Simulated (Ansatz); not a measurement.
# C₂H₆ClGeN: basis-set convergence

An exercise on one series of results from a longer session: the logs are not shown, and one member is left open.

Computed with Ansatz 0.2.0, Gaussian basis. Level: one geometry, several basis sets.

The runs, in order: PBE0-D4/def2-SVP; ωB97M-V/def2-SVP; PBE0-D4/def2-QZVPP; ωB97M-V/def2-QZVPP; the functionals' def2-TZVPP values are taken from earlier runs.

### Structure used throughout

An earlier PBE0-D4 in a triple-zeta def2 set relaxation fixed the geometry.

SMILES `C[N](C)[Ge][Cl]`, 11 atoms, charge 0, spin multiplicity 1.

Atoms are counted from 1 here; the program's logs count them from 0.

Bond lengths: C1–N2 1.441 Å, C1–H6 1.088 Å, C1–H7 1.097 Å, C1–H8 1.097 Å, N2–C3 1.445 Å, N2–Ge4 1.823 Å, C3–H9 1.097 Å, C3–H10 1.094 Å, C3–H11 1.097 Å, Ge4–Cl5 2.214 Å. Angles: N2–C1–H6 110.6°, N2–C1–H7 110.7°, N2–C1–H8 110.7°, H6–C1–H7 108.7°, H6–C1–H8 108.7°, H7–C1–H8 107.5°, C1–N2–C3 113.2°, C1–N2–Ge4 130.3°, C3–N2–Ge4 116.5°, N2–C3–H9 111.2°, N2–C3–H10 110.6°, N2–C3–H11 111.2°, H9–C3–H10 108.0°, H9–C3–H11 107.7°, H10–C3–H11 108.0°, N2–Ge4–Cl5 99.6°.

Set-up of the first run:

in.yaml reads:

```yaml
crystal:
  periodic: [false, false, false]
  atoms:
    - {symbol: C, position_ang: [-0.997737, -0.003721, 0.582835]}
    - {symbol: N, position_ang: [0.187168, 0.192045, -0.213641]}
    - {symbol: C, position_ang: [1.116477, -0.912051, -0.133638]}
    - {symbol: Ge, position_ang: [0.673952, 1.589502, -1.278852]}
    - {symbol: Cl, position_ang: [-1.087190, 2.900680, -0.993058]}
    - {symbol: H, position_ang: [-1.665249, 0.851120, 0.491417]}
    - {symbol: H, position_ang: [-0.736150, -0.133727, 1.640737]}
    - {symbol: H, position_ang: [-1.535358, -0.905214, 0.262272]}
    - {symbol: H, position_ang: [1.455815, -1.071508, 0.897439]}
    - {symbol: H, position_ang: [1.997887, -0.719309, -0.752846]}
    - {symbol: H, position_ang: [0.655787, -1.844816, -0.482065]}
basis:
  gaussian: {orbitals: def2-SVP}
hamiltonian: {xc: pbe0, dispersion: d4}
output: {orbitals: {seedname: orbitals}}
```

Started as:

```console
$ ansatz run in.yaml --threads 4 --pin off --events-out ev --progress --plain --max-ram 10444MiB
```

Steps of the session up to this table: PBE0-D4 in def2-SVP; ωB97M-V in def2-SVP; PBE0-D4 in def2-QZVPP; ωB97M-V in def2-QZVPP.

One of the session's tables, all rows but one given; the rest of the session is left out.

It belongs to the step «Functionals by basis». 

```
functional       basis  HOMO (eV)  LUMO (eV)
   PBE0-D4    def2-SVP      -7.02      -1.61
   PBE0-D4  def2-TZVPP      -7.10      -1.72
   PBE0-D4  def2-QZVPP      -7.12      -1.80
   ωB97M-V    def2-SVP      -9.20       0.32
   ωB97M-V  def2-TZVPP      -9.30       0.17
   ωB97M-V  def2-QZVPP          ?          ?
```

**Question.** Estimate the row for ωB97M-V, def2-QZVPP.

**Answer.** HOMO (eV): -9.33; LUMO (eV): 0.01. In the column «HOMO (eV)» it is the lowest.
